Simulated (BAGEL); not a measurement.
**RI-MP2/cc-pVDZ (density fitting with svp-jkfit) run of SiHF3 (SMILES F[SiH](F)F)**

We compute the energy of SiHF3. 

The results are computed with BAGEL 1.2.2.

## Step 1: The structure to begin with

SiHF3: 5 atoms, total charge 0, spin state singlet. SMILES: `F[SiH](F)F`. One bond was lengthened or shortened from a relaxed shape.

Bond lengths: F1–Si2 1.573 Å, Si2–F3 1.573 Å, Si2–F4 1.573 Å, Si2–H5 1.242 Å. Angles: F1–Si2–F3 108.3°, F1–Si2–F4 108.3°, F3–Si2–F4 108.3°, F1–Si2–H5 110.7°, F3–Si2–H5 110.7°, F4–Si2–H5 110.7°.

## Step 2: The energy at RI-MP2/cc-pVDZ (density fitting with svp-jkfit)

Input file calc.json:

```json
{ "bagel" : [

{
  "title" : "molecule",
  "basis" : "cc-pvdz.json",
  "df_basis" : "svp-jkfit",
  "geometry" : [
    { "atom" : "F", "xyz" : [ -0.43135077, -0.13812764,  2.80020373 ] },
    { "atom" : "Si", "xyz" : [  0.49045763,  0.02042038, -0.02134635 ] },
    { "atom" : "F", "xyz" : [ -0.71480969,  2.43870290, -1.25987285 ] },
    { "atom" : "F", "xyz" : [ -0.52356941, -2.37008317, -1.46774272 ] },
    { "atom" : "H", "xyz" : [  2.83345535,  0.11791891, -0.12302117 ] }
  ]
},
{
  "title" : "hf"
},
{
  "title" : "mp2",
  "ncore" : 8
}

]}
```

The basis set cc-pVDZ is read from a file made from the Basis Set Exchange's data (not shown).

On the command line:

```console
$ BAGEL_NUM_THREADS=1 BAGEL calc.json > calc.out
```

Log:

```text
* using 1 threads per process

  ===============================================================
  ===============================================================

  *** Geometry ***

  { "atom" : "F", "xyz" : [     -0.431351,     -0.138128,      2.800204 ] },
  { "atom" : "Si", "xyz" : [      0.490458,      0.020420,     -0.021346 ] },
  { "atom" : "F", "xyz" : [     -0.714810,      2.438703,     -1.259873 ] },
  { "atom" : "F", "xyz" : [     -0.523569,     -2.370083,     -1.467743 ] },
  { "atom" : "H", "xyz" : [      2.833455,      0.117919,     -0.123021 ] },

  Number of auxiliary basis functions:      377

  Since a DF basis is specified, we compute 2- and 3-index integrals:
    o Being stored without compression. Storage requirement is 0.013 GB

  Number of basis functions:       65
  Number of electrons      :       42

    * METHOD: MOLECULE                             0.12

  *** RHF ***

  === Nuclear Repulsion ===
   189.7301122109

      * DIIS with orbital gradients will be used.

  === RHF iteration (cc-pvdz.json) ===
      0       -587.73612961          0.02031825           0.03
      1       -587.89724809          0.01363028           0.03
      2       -587.98864453          0.00088404           0.03
      3       -587.98914958          0.00009491           0.03
      4       -587.98915634          0.00002501           0.03
      5       -587.98915696          0.00000573           0.03
      6       -587.98915699          0.00000137           0.03
      7       -587.98915699          0.00000009           0.03
      8       -587.98915699          0.00000005           0.03
      9       -587.98915699          0.00000001           0.03
     10       -587.98915699          0.00000000           0.03
    * SCF iteration converged.

    * Permanent dipole moment:
           (   -0.726890,    -0.030281,     0.031784) a.u.

    * METHOD: HF                                   0.39

  *** RHF ***

  === Nuclear Repulsion ===
   189.7301122109

      * DIIS with orbital gradients will be used.

  === RHF iteration (cc-pvdz.json) ===
      0       -587.98915699          0.00000000           0.03
    * SCF iteration converged.

    * Permanent dipole moment:
           (   -0.726890,    -0.030281,     0.031784) a.u.

  === DF-MP2 calculation ===

    * freezing 8 orbitals
    * 3-index integral transformation done
    * assembly done

      MP2 correlation energy:   -0.6525939954      0.02

      MP2 total energy:       -588.6417509893

    * METHOD: MP2                                  0.08

  ===============================================================
```

Wall time 0.7 s (1 thread of Arm Neoverse V1, shared host); peak memory 0.14 GiB.

## Step 3: Outcome

Level: RI-MP2/cc-pVDZ (density fitting with svp-jkfit), 8 core orbitals frozen.

```
                                   quantity          value
                               total energy  -588.64175 Eh
correlation energy (8 core orbitals frozen)     -652.6 mEh
```
